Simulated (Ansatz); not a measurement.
**ZrH₂ (triplet): from Hartree-Fock to the top rungs, def2-QZVPP**

One table from this session's results is given with a row withheld; the runs are named, their logs left out.

Method: def2-QZVPP, core rule «outside noble gas», up to 4 orbitals frozen; program: Ansatz 0.2.0, Gaussian basis.

The runs, in order: UHF; ROHF; CCSD(T) on UHF.

2 further runs of the same task are left out: 2 set aside as unsound or not needed.

### What is computed

The geometry is a PBE0/def2-TZVP stationary point (not a proven minimum) of the parent state, kept for this charge and spin. No spin-orbit coupling is included. Elements past krypton take def2 core potentials.

3 atoms, charge 0, spin multiplicity 3.

Atoms are counted from 1 here; the program's logs count them from 0.

Bond lengths: Zr1–H2 1.929 Å, Zr1–H3 1.929 Å. Angles: H2–Zr1–H3 180.0°.

The first run:

Contents of in.yaml:

```yaml
crystal:
  periodic: [false, false, false]
  atoms:
    - {symbol: Zr, position_ang: [0.000000, 0.000000, 0.000000]}
    - {symbol: H, position_ang: [0.000000, 0.000000, -1.928800]}
    - {symbol: H, position_ang: [0.000000, 0.000000, 1.928800]}
basis:
  gaussian: {orbitals: "def2-QZVPP.json"}
magnetization: {spin_polarized: true, initial_magnetization: 2}
hamiltonian: {xc: hf}
output: {orbitals: {seedname: orbitals}}
```

Started as:

```console
ansatz run in.yaml --threads 1 --pin off --events-out ev --progress --plain --max-ram 4096MiB --backend cpu
```

Among the steps run: UHF; ROHF; CCSD(T) on UHF.

One table of the session follows, with a row left open; its other results are not shown here.

| method | from UCCSD(T) (meV) |
| --- | --- |
| ROHF | +2839.3 |
| UHF | +2708.6 |
| UMP2 | ? |
| UCCSD | +57.0 |
| UCCSD(T) | 0 |

Q: Estimate the row for UMP2 from the others.

The run gave: from UCCSD(T) (meV): +551.9. In the column «from UCCSD(T) (meV)» it lies between UCCSD (+57.0) and UHF (+2708.6).
